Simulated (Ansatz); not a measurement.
**CH₆BFOSi: a ladder of functionals and wavefunction methods**

One table from this session's results is given with a row withheld; the runs are named, their logs left out.

Computed with Ansatz 0.2.0, Gaussian basis. Level: functionals in def2-TZVPP, the program's frozen cores in correlated methods.

Plan: LDA (SPW92), PBE-D4, revPBE-D4, BLYP-D4, r2SCAN-D4, B97M-V, PBE0-D4, B3LYP-D4, r2SCANh-D4, r2SCAN0-D4, HSE06-D4, BHLYP-D4, CAM-B3LYP-D4, LC-ωPBE, ωB97X-V, ωB97M-V, B2PLYP, PBE-QIDH; CCSD(T)/def2-SVP; CCSD(T)/def2-TZVPP; MP2/def2-QZVPP; extrapolation to the limit; RPA on PBE.

## The relaxed structure

The geometry comes from an earlier relaxation with PBE0-D4 in a triple-zeta def2 set; it is a stationary point, not always the lowest conformer.

SMILES `CB(F)O[SiH3]`, 11 atoms, charge 0, spin multiplicity 1.

Atoms are counted from 1 here; the program's logs count them from 0.

Bond lengths: C1–B2 1.559 Å, C1–H6 1.094 Å, C1–H7 1.094 Å, C1–H8 1.089 Å, B2–F3 1.342 Å, B2–O4 1.351 Å, O4–Si5 1.659 Å, Si5–H9 1.484 Å, Si5–H10 1.481 Å, Si5–H11 1.484 Å. Angles: B2–C1–H6 110.2°, B2–C1–H7 110.2°, B2–C1–H8 112.7°, H6–C1–H7 106.0°, H6–C1–H8 108.8°, H7–C1–H8 108.8°, C1–B2–F3 119.1°, C1–B2–O4 123.2°, F3–B2–O4 117.6°, B2–O4–Si5 131.9°, O4–Si5–H9 110.2°, O4–Si5–H10 106.4°, O4–Si5–H11 110.2°, H9–Si5–H10 110.0°, H9–Si5–H11 109.9°, H10–Si5–H11 110.0°.

Coordinates:

```xyz
11

C    -1.61829   -0.24307    1.26632
B    -0.21051    0.01869    0.64903
F     0.80649    0.35313    1.45904
O     0.04696   -0.07373   -0.67415
Si    1.43738    0.15406   -1.54976
H    -1.96092    0.63977    1.81455
H    -1.56362   -1.05158    2.00173
H    -2.36470   -0.50178    0.51630
H     1.92323    1.54644   -1.38795
H     1.08535   -0.09852   -2.96565
H     2.48402   -0.80040   -1.10876
```

Set-up of the first run:

File in.yaml:

```yaml
crystal:
  periodic: [false, false, false]
  atoms:
    - {symbol: C, position_ang: [-1.618286, -0.243072, 1.266318]}
    - {symbol: B, position_ang: [-0.210507, 0.018695, 0.649027]}
    - {symbol: F, position_ang: [0.806490, 0.353134, 1.459044]}
    - {symbol: O, position_ang: [0.046964, -0.073729, -0.674151]}
    - {symbol: Si, position_ang: [1.437380, 0.154056, -1.549760]}
    - {symbol: H, position_ang: [-1.960922, 0.639765, 1.814552]}
    - {symbol: H, position_ang: [-1.563616, -1.051576, 2.001734]}
    - {symbol: H, position_ang: [-2.364700, -0.501780, 0.516300]}
    - {symbol: H, position_ang: [1.923228, 1.546435, -1.387951]}
    - {symbol: H, position_ang: [1.085346, -0.098523, -2.965655]}
    - {symbol: H, position_ang: [2.484023, -0.800404, -1.108758]}
basis:
  gaussian: {orbitals: def2-TZVPP}
hamiltonian: {xc: lda}
output: {orbitals: {seedname: orbitals}}
```

Run with:

```
ansatz run in.yaml --threads 4 --pin off --events-out ev --progress --plain --max-ram 10444MiB
```

Among the steps run: LDA; PBE-D4 (GGA); revPBE-D4 (GGA); BLYP-D4 (GGA); r2SCAN-D4 (meta-GGA); B97M-V (meta-GGA); PBE0-D4 (hybrid); B3LYP-D4 (hybrid); r2SCANh-D4 (hybrid); r2SCAN0-D4 (hybrid); HSE06-D4 (hybrid); BHLYP-D4 (hybrid); CAM-B3LYP-D4 (range-separated); LC-ωPBE (range-separated); ωB97X-V (range-separated); ωB97M-V (range-separated); B2PLYP (double hybrid); PBE-QIDH (double hybrid).

One table of the session follows, with a row left open; its other results are not shown here.

It belongs to the step «Frontier levels by functional». 

| functional | HOMO (eV) | gap (eV) |
| --- | --- | --- |
| LDA (SPW92) | -7.87 | 6.91 |
| PBE-D4 | -7.79 | 7.07 |
| revPBE-D4 | -7.75 | 7.14 |
| BLYP-D4 | -7.70 | 7.09 |
| r2SCAN-D4 | -8.15 | 7.91 |
| B97M-V | -8.28 | 7.71 |
| PBE0-D4 | -9.28 | 9.41 |
| B3LYP-D4 | ? | ? |
| r2SCANh-D4 | -8.70 | 8.74 |
| r2SCAN0-D4 | -9.53 | 9.96 |
| HSE06-D4 | -8.88 | 8.64 |
| BHLYP-D4 | -10.70 | 11.59 |
| CAM-B3LYP-D4 | -10.73 | 11.75 |
| LC-ωPBE | -12.09 | 14.32 |
| ωB97X-V | -11.75 | 13.81 |
| ωB97M-V | -11.60 | 13.25 |

**Question.** Estimate the row for B3LYP-D4.

Worked estimate for «HOMO (eV)». Against the share of exact exchange, BLYP-D4 (0, -7.70), BHLYP-D4 (0.5, -10.70) give a slope of -6.00 per unit share; at 0.2 the line stands at -8.90.

**Answer.** HOMO (eV): -9.07; gap (eV): 8.95. In «HOMO (eV)» the line misses by +0.17.
